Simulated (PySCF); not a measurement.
# C3H10OSi: the cost of one run

Programs: PySCF 2.14.0, with density-fitted response routines of our own. Each step states its level of theory. These are calculated values for one molecule in the gas phase, unless marked as measured. Atoms are numbered from 0 throughout.

## 1. The starting structure

15 atoms, charge 0, multiplicity 1; geometry from: GFN2-xTB. The atoms were then displaced at random by about 0.01 Å, so the start is not that level's minimum.

Bonds of the start (Å): C0–C1 1.50, C1–C2 1.54, C1–O3 1.43, O3–Si4 1.58, C0–H5 1.11, C0–H6 1.10, C0–H7 1.10, C1–H8 1.12, C2–H9 1.09, C2–H10 1.09, C2–H11 1.06, Si4–H12 1.45, Si4–H13 1.43, Si4–H14 1.46.

## 2. Geometry optimisation at PBE0-D3(BJ)/def2-SVP

Job settings and geometry (Å):

```
{"job": {"xc": "PBE0", "basis": "def2-SVP", "d3": "d3bj", "grid": 1, "shake": 0.01, "kind": "geom"}, "charge": 0, "multiplicity": 1}
C     -0.707350     1.244000     0.450270
C     -0.330080    -0.200280     0.575550
C     -1.551310    -1.120150     0.414680
O      0.648150    -0.547600    -0.404850
Si     2.125930    -0.066100    -0.678690
H     -1.483160     1.525440     1.187370
H     -1.123070     1.447100    -0.546740
H      0.154930     1.914510     0.584320
H      0.126490    -0.346910     1.588360
H     -1.223600    -2.157440     0.529190
H     -2.282900    -0.899940     1.193670
H     -1.967220    -0.978920    -0.553770
H      2.936610    -0.221200     0.516040
H      2.462560    -0.953400    -1.749800
H      2.198680     1.343540    -1.055290
```

Run with:

```bash
$ OMP_NUM_THREADS=1 python probes_run.py task.json out
```

One launch serves the whole session: the jobs run in the order shown.

**Question.** How long does this first job take on 1 thread of Arm Neoverse V2, shared host, and how much memory does it need?

About 43 s, with a peak of 0.5 GiB.
